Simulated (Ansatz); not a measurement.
Consider cell relaxations under several functionals of HfH3, space group Pm-3m (Ansatz 0.2.0 through its Python package).

Script `hfh3.py`:
```python
# -*- coding: utf-8 -*-
import warnings

import ansatz as az
import numpy as np

def edges_and_angles(cell):
    cell = np.asarray(cell)
    a, b, c = np.linalg.norm(cell, axis=1)
    cosines = cell[1] @ cell[2] / (b * c), cell[0] @ cell[2] / (a * c), cell[0] @ cell[1] / (a * b)
    return (a, b, c, *np.degrees(np.arccos(cosines)))


def main():
    warnings.simplefilter("ignore", az.DeckWarning)

    system = (
        az.Lattice.cubic(3.084554)
        .space_group(221)
        .atom("Hf", (0.0, 0.0, 0.0))
        .atom("H", (0.0, 0.5, 0.5))
    )

    base = (
        system.calculation()
        .basis(550)
        .kpoints(mesh=(7, 7, 7))
        .occupations("methfessel_paxton")
        .relax(cell=True)
    )

    levels = [("lda", "none"), ("blyp", "d3bj"), ("pbesol", "d3bj")]
    print("level            a       b       c    alpha   beta  gamma  V/atom  steps")
    for name, dispersion in levels:
        seen = []
        run = base.functional(name, dispersion=dispersion).session().plan()
        result = run.execute(on_event=lambda e: seen.append(e) if e["event"] == "relax_step" else None)
        cell = result.lattice.cell_ang
        label = name if dispersion == "none" else f"{name}+{dispersion}"
        print("{:13s} {:7.4f} {:7.4f} {:7.4f} {:6.2f} {:6.2f} {:6.2f}".format(label, *edges_and_angles(cell)), f"{abs(np.linalg.det(cell)) / len(result.lattice.sites):7.3f} {len(seen):5d}")


if __name__ == "__main__":
    main()
```

Rank the levels of theory by the volume of the relaxed cell.

From smallest to largest: PBEsol+D3BJ (6.94 Å³ an atom, -5.5 % against the start), LDA (6.97 Å³ an atom, -4.9 % against the start) and BLYP+D3BJ (7.09 Å³ an atom, -3.3 % against the start). The spread is 2.2 % in volume.

The output:

Running `python hfh3.py` prints:
```text
level            a       b       c    alpha   beta  gamma  V/atom  steps
lda            3.0329  3.0329  3.0329  90.00  90.00  90.00   6.974     5
blyp+d3bj      3.0498  3.0498  3.0498  90.00  90.00  90.00   7.092     5
pbesol+d3bj    3.0273  3.0273  3.0273  90.00  90.00  90.00   6.936     6
```

What to keep in mind:
- Forces vanish by symmetry, so the ions can't move, and the end may be a saddle.
- BLYP and dispersion corrections can be off by several per cent in the lattices of metals, and by several GPa in the pressure at a fixed cell.
- The mesh is modest for a metal, so energies can be off by several to tens of meV an atom and pressures by half a GPa or more; differences at equal mesh fare better.
- Spin-orbit coupling, which matters for elements this heavy, is left out.
- This cell is a computed structure, which may not be the phase found in nature.
- Finished in 13 s on 1 thread of Arm Neoverse V2 (shared host), peak memory 0.39 GiB.

(A comment or docstring line of the script was reworded after the run, the code is as it ran; lines on the test bed's own set-up are left out of the output.)
